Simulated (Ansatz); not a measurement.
Al3Au under changes of volume

One of the cells (16.640 Å³/atom); the others are scaled copies at fixed shape and fractional positions:

```
Au Al
1.0
    -2.02533    2.02533    4.05660
     2.02533   -2.02533    4.05660
     2.02533    2.02533   -4.05660
Au Al
1 3
Direct
  0.00000 0.00000 0.00000
  0.50000 0.50000 0.00000
  0.25000 0.75000 0.50000
  0.75000 0.25000 0.50000
```

The cell comes from a database or a generator and needn't be the stable form of this composition.

* Program: Ansatz 0.2.0
* Functional: LDA
* Potentials or basis: all-electron LAPW, scalar-relativistic
* Cutoff: 178 eV (chosen from the basis error)
* Basis error allowed: 0.002 eV/atom
* k mesh: 9 × 9 × 9
* Occupations: fermi-dirac, width 0.05 eV
* Spin: no spin polarisation

```tsv
volume (Å³/atom)	energy over the lowest point (meV/atom)	pressure (GPa)
15.642	0.00	1.1
15.974	?	?
16.307	4.77	-3.2
16.640	13.27	-4.9
16.973	25.23	-6.5
17.306	40.26	-7.9
17.638	57.99	-9.1
```

What does the run at 15.974 Å³/atom give?

Energy over the lowest point 0.17 meV/atom; pressure -1.1 GPa.

Worked out: A Birch-Murnaghan fit of order 3 (a polynomial in V^(-2/3)) to the other rows has its minimum at 15.79 Å³/atom with B0 = V·E''(V) = 107 GPa and B' = 4.6 at fixed shape and positions, which overstates the stiffness. It gives 0.19 meV/atom at 15.974 Å³/atom, against the run's 0.17, and -dE/dV = -1.2 GPa, against -1.1.

Energies are extrapolated to zero smearing.
